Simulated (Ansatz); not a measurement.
I need vertical energies of changing the electron count of BrCl2HOZr, SMILES [OH][Zr]([Cl])([Cl])[Br]. Use the Python package of Ansatz (0.2.0). Level of theory (for the species named): Hartree-Fock, def2-SVPD basis, multiplicity 1.

Contents of `brcl2hozr.xyz`:
```text
6

O    -0.31320    0.84950    1.13230
Zr   -0.10920    0.00030   -0.62740
Cl    2.02060   -1.71280    0.03320
Cl   -1.43150   -1.45060   -1.15710
Br    0.22330    2.18560   -1.06020
H    -0.34790    0.06390    1.63310
```

Script `brcl2hozr_ip.py`:
```python
'''Removing and adding an electron on BrCl2HOZr at fixed geometry.'''

import ansatz as az


def total_energy(molecule, charge=0, unpaired=0):
    calc = (
        molecule.calculation()
        .basis(gaussian='def2-SVPD')
        .functional('hf')
    )
    if charge:
        calc = calc.charge(charge)
    if unpaired:
        calc = calc.spin('collinear', total=unpaired)
    return calc.run(threads=1, pin='off').report['free_energy_ev']


def main() -> None:
    geometry = az.Crystal.molecule_from_extxyz('brcl2hozr.xyz')

    # delta-SCF style differences, no relaxation
    parent = total_energy(geometry, 0, 0)
    cation = total_energy(geometry, 1, 1)
    print(f'E(N)   = {parent:.5f} eV')
    print(f'E(N-1) = {cation:.5f} eV  (1 unpaired)')
    print(f'vertical ionisation energy {cation - parent:.3f} eV')
    anion = total_energy(geometry, -1, 1)
    print(f'E(N+1) = {anion:.5f} eV  (1 unpaired)')
    print(f'vertical electron affinity {parent - anion:.3f} eV' + ('' if anion < parent else ' (unbound in this basis)'))
    print(f'fundamental gap IP - EA = {cation + anion - 2 * parent:.3f} eV')


if __name__ == '__main__':
    main()
```

```console
$ python brcl2hozr_ip.py
E(N)   = -98312.07515 eV
E(N-1) = -98302.69623 eV  (1 unpaired)
vertical ionisation energy 9.379 eV
E(N+1) = -98312.95557 eV  (1 unpaired)
vertical electron affinity 0.880 eV
fundamental gap IP - EA = 8.498 eV
```

At this unrelaxed geometry removing an electron costs 9.38 eV and adding one releases 0.88 eV.

Total energies depend on the basis set; only differences at equal settings carry meaning. The geometry is a force-field or estimated start, not a minimum of this method, and the basis set is short of its limit. All parts are taken at fixed geometry, without zero-point energy. At an unrelaxed start these energies can be a whole eV from those at the minimum, and a small affinity can change sign. def2 sets replace the cores of elements past krypton by effective core potentials. Hartree-Fock leaves correlation out, so bond, atomisation and ionisation energies come out well too low. Run time: 4.4 min on 1 thread of Arm Neoverse V1 (shared host), peak memory 0.75 GiB.

(Lines on the test bed's own set-up are left out of the output.)
